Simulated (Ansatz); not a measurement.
# C₅H₁₅AsSi: basis-set convergence

How large a basis does C₅H₁₅AsSi need? Two functionals are run in growing sets.

Program: Ansatz 0.2.0, Gaussian basis. Level of theory: one geometry, several basis sets. These are calculated values, not measurements.

Levels to be run: PBE0-D4/def2-SVP; ωB97M-V/def2-SVP; PBE0-D4/def2-QZVPP; ωB97M-V/def2-QZVPP; the functionals' def2-TZVPP values are taken from earlier runs.

### 1 Structure used throughout

All runs share one geometry, relaxed beforehand with PBE0-D4 in a triple-zeta def2 set.

22 atoms, charge 0, spin multiplicity 1.

Atoms are counted from 1 here; the program's logs count them from 0.

Bond lengths: C1–As2 1.975 Å, C1–H8 1.090 Å, C1–H9 1.090 Å, C1–H10 1.091 Å, As2–Si3 2.360 Å, As2–C4 2.015 Å, Si3–H11 1.488 Å, Si3–H12 1.489 Å, Si3–H13 1.490 Å, C4–C5 1.518 Å, C4–C6 1.523 Å, C4–C7 1.523 Å, C5–H14 1.092 Å, C5–H15 1.097 Å, C5–H16 1.093 Å, C6–H17 1.093 Å, C6–H18 1.096 Å, C6–H19 1.093 Å and more. Angles: As2–C1–H8 113.0°, As2–C1–H9 108.8°, As2–C1–H10 108.2°, H8–C1–H9 109.7°, H8–C1–H10 109.0°, H9–C1–H10 108.1°, C1–As2–Si3 95.6°, C1–As2–C4 101.0°, Si3–As2–C4 100.3°, As2–Si3–H11 107.9°, As2–Si3–H12 110.6°, As2–Si3–H13 113.4°, H11–Si3–H12 108.3°, H11–Si3–H13 107.9°, H12–Si3–H13 108.5°, As2–C4–C5 114.1°, As2–C4–C6 106.1°, As2–C4–C7 106.3° and more.

### 2 PBE0-D4 in def2-SVP

Input file in.yaml:

```yaml
crystal:
  periodic: [false, false, false]
  atoms:
    - {symbol: C, position_ang: [1.815374, -0.291432, -1.546984]}
    - {symbol: As, position_ang: [1.400545, -0.027558, 0.365984]}
    - {symbol: Si, position_ang: [0.962842, -2.300812, 0.823265]}
    - {symbol: C, position_ang: [-0.480034, 0.687235, 0.255234]}
    - {symbol: C, position_ang: [-1.442437, -0.213583, -0.498439]}
    - {symbol: C, position_ang: [-0.947610, 0.871730, 1.692415]}
    - {symbol: C, position_ang: [-0.383261, 2.041535, -0.435205]}
    - {symbol: H, position_ang: [1.027278, -0.819474, -2.083968]}
    - {symbol: H, position_ang: [1.984905, 0.681938, -2.008052]}
    - {symbol: H, position_ang: [2.739643, -0.866516, -1.618202]}
    - {symbol: H, position_ang: [2.267894, -2.987982, 1.022512]}
    - {symbol: H, position_ang: [0.166463, -2.439201, 2.073342]}
    - {symbol: H, position_ang: [0.240213, -2.998129, -0.278110]}
    - {symbol: H, position_ang: [-1.105720, -0.417135, -1.517400]}
    - {symbol: H, position_ang: [-2.424435, 0.269940, -0.570632]}
    - {symbol: H, position_ang: [-1.588476, -1.171250, 0.007151]}
    - {symbol: H, position_ang: [-0.273659, 1.524487, 2.253047]}
    - {symbol: H, position_ang: [-1.944299, 1.327428, 1.705780]}
    - {symbol: H, position_ang: [-1.013445, -0.081672, 2.223145]}
    - {symbol: H, position_ang: [-1.364041, 2.531213, -0.432541]}
    - {symbol: H, position_ang: [0.322062, 2.704097, 0.073452]}
    - {symbol: H, position_ang: [-0.069202, 1.945041, -1.477394]}
basis:
  gaussian: {orbitals: def2-SVP}
hamiltonian: {xc: pbe0, dispersion: d4}
output: {orbitals: {seedname: orbitals}}
```

On the command line:

```bash
$ ansatz run in.yaml --threads 5 --pin off --events-out ev --progress --plain --max-ram 66560MiB --backend cpu
```

After this run come: ωB97M-V in def2-SVP; PBE0-D4 in def2-QZVPP; ωB97M-V in def2-QZVPP.

Q: Predict the results of all the runs planned. Wanted: PBE0-D4: double and triple zeta above quadruple; ωB97M-V: double and triple zeta above quadruple.

The runs gave:

| quantity | value |
| --- | --- |
| PBE0-D4: double and triple zeta above quadruple | 18.00, 1.88 eV |
| ωB97M-V: double and triple zeta above quadruple | 18.39, 1.83 eV |

In words: For PBE0-D4 the step from double to triple zeta gains 16.12 eV and the next only 1.88 eV. These are total energies; as a rule much of such shifts cancels in differences, which this series doesn't test. The LUMO of ωB97M-V is positive and keeps falling with the basis (2.37 to 1.44 eV): an unbound level that the basis holds in place.
